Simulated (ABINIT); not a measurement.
Runs of ABINIT 10.8.3 (patched build) on HfMoC2. The structure is tetragonal, space group P4/mmm (No. 123). Conventional cell: a = 3.191 Å, b = 3.191 Å, c = 4.485 Å, α = 90.00°, β = 90.00°, γ = 90.00°. Hf (site symmetry 4/mmm) has 6 C at 2.24 to 2.26 Å as nearest neighbours. Around Mo (site symmetry 4/mmm) lie 6 C at 2.24 to 2.26 Å. Around C (site symmetry 4/mmm) lie 2 Mo at 2.24 Å and 4 Hf at 2.26 Å. C (site symmetry 4/mmm) has 2 Hf at 2.24 Å and 4 Mo at 2.26 Å as nearest neighbours. The cell comes from a database or a generator and needn't be the stable form of this composition.

```csv
task,level,potentials or basis,cell,k mesh,cutoff (eV),fine-grid cutoff,cell freedom (optcell),cutoff smearing ecutsm (Ha),optimiser (ionmov),force stop (Ha/bohr),mesh quality,gap on the mesh (eV),pressure (GPa)
band structure,TB-mBJ,JTH PAW LDA v2.0,as given,7 × 7 × 5,626,1224.51 eV,-,-,-,-,not flagged,none,-
band structure,PBEsol,PseudoDojo NC SR PBEsol v0.4.1 standard,as given,8 × 8 × 6,1116,-,-,-,-,-,not flagged,none,(a)
band structure,LDA,JTH PAW LDA v2.0,as given,8 × 8 × 6,517,1034.03 eV,-,-,-,-,not flagged,none,-14.4
relaxation of cell and atoms,PBEsol,PseudoDojo NC SR PBEsol v0.4.1 standard,relaxed,5 × 5 × 4,1116,-,2,0.5,2,0.0002,coarse,none,0.0
```

Alike in all rows: no spin polarisation; smearing fermi-dirac 0.05 eV.

Task: Fill in the values left out.

Result: (a) -8.4.

Caveats: some runs use coarse meshes; the constant c of TB-mBJ comes from the pseudo density here, which moves gaps by up to 0.3 eV between sets of potentials (some runs); the PAW data sets were made with another functional, which shifts forces and pressure a little (some runs).

A k mesh can miss the band edges, and the runs leave out spin-orbit coupling on Hf, Mo.

A gap of «none» marks a metal or a gap under the smearing width.

Not every run made on this cell is shown here.
